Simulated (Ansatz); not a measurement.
# C2H6BClSi: one species, many methods

Aim: compute C2H6BClSi with functionals from several rungs and with coupled cluster, and see how far each lands from CCSD(T) at the basis-set limit for the atomisation energy.

Computed with Ansatz 0.2.0, Gaussian basis. Level: functionals in def2-TZVPP, the program's frozen cores in correlated methods.

Levels to be run: PBE-D4, r2SCAN-D4, PBE0-D4, B3LYP-D4, ωB97X-V, ωB97M-V, B2PLYP; CCSD(T)/def2-TZVPP; MP2/def2-QZVPP; extrapolation to the limit.

### Step 1. The geometry

An earlier PBE0-D4 in a triple-zeta def2 set relaxation fixed the geometry.

SMILES `Cl[SiH]1CBC1`, 11 atoms, charge 0, spin multiplicity 1.

Atoms are counted from 1 here; the program's logs count them from 0.

Bond lengths: Cl1–Si2 2.059 Å, Si2–C3 1.882 Å, Si2–C5 1.882 Å, Si2–H6 1.480 Å, C3–B4 1.568 Å, C3–H7 1.099 Å, C3–H8 1.086 Å, B4–C5 1.568 Å, B4–H9 1.196 Å, C5–H10 1.099 Å, C5–H11 1.086 Å. Angles: Cl1–Si2–C3 116.7°, Cl1–Si2–C5 116.7°, Cl1–Si2–H6 106.7°, C3–Si2–C5 82.5°, C3–Si2–H6 116.6°, C5–Si2–H6 116.6°, Si2–C3–B4 80.5°, Si2–C3–H7 101.4°, Si2–C3–H8 126.7°, B4–C3–H7 111.5°, B4–C3–H8 122.6°, H7–C3–H8 110.1°, C3–B4–C5 104.7°, C3–B4–H9 126.0°, C5–B4–H9 126.0°, Si2–C5–B4 80.5°, Si2–C5–H10 101.4°, Si2–C5–H11 126.7° and more.

### Step 2. PBE-D4 (GGA)

File in.yaml:

```yaml
crystal:
  periodic: [false, false, false]
  atoms:
    - {symbol: Cl, position_ang: [-2.093454, -1.139978, -1.576060]}
    - {symbol: Si, position_ang: [-1.043234, 0.006225, -0.226151]}
    - {symbol: C, position_ang: [0.146317, -0.906226, 0.911870]}
    - {symbol: B, position_ang: [1.021341, 0.351318, 0.578666]}
    - {symbol: C, position_ang: [0.547184, 0.798338, -0.847325]}
    - {symbol: H, position_ang: [-2.023012, 0.905713, 0.422138]}
    - {symbol: H, position_ang: [0.425849, -1.767109, 0.288820]}
    - {symbol: H, position_ang: [-0.049377, -1.230598, 1.929123]}
    - {symbol: H, position_ang: [1.606659, 1.030747, 1.370354]}
    - {symbol: H, position_ang: [0.860463, 0.081066, -1.618560]}
    - {symbol: H, position_ang: [0.666468, 1.813603, -1.212474]}
basis:
  gaussian: {orbitals: def2-TZVPP}
hamiltonian: {xc: pbe, dispersion: d4}
output: {forces: true, orbitals: {seedname: orbitals}}
```

Run with:

```sh
> ansatz run in.yaml --threads 4 --pin off --events-out ev --progress --plain --max-ram 10444MiB
```

The runs that follow: r2SCAN-D4 (meta-GGA); PBE0-D4 (hybrid); B3LYP-D4 (hybrid); ωB97X-V (range-separated); ωB97M-V (range-separated); B2PLYP (double hybrid); CCSD(T) in def2-TZVPP; MP2 in def2-QZVPP.

**Question.** What will the summary of the whole plan be? Wanted: atomisation energy, CCSD(T)/CBS; farthest; mean size of error, hybrid; mean size of error, range-separated; gap, smallest and largest; T1 diagnostic; triples share of the correlation energy.

As calculated:

| quantity | value |
| --- | --- |
| atomisation energy, CCSD(T)/CBS | 42.749 eV |
| functionals within 0.214 eV (0.5 %) | B3LYP-D4 |
| farthest | PBE-D4 (+0.833 eV) |
| mean size of error, hybrid | 0.243 eV |
| mean size of error, range-separated | 0.349 eV |
| gap, smallest and largest | 4.34 eV (PBE-D4), 11.05 eV (ωB97X-V) |
| T1 diagnostic | 0.0111 |
| triples share of the correlation energy | 4.2 % |

What this shows: PBE-D4 is off by +0.833 eV. Double hybrids carry the basis error of their MP2 part in triple zeta, and no dispersion term here, so their miss is partly the set-up's. The reference freezes the cores and leaves out relativity and excitations past (T), so misses under about 0.214 eV can't be ranked. Hartree-Fock recovers 77 % of the binding; the rest is correlation. Orbital gaps span 4.3 to 11.0 eV; exact exchange widens them.
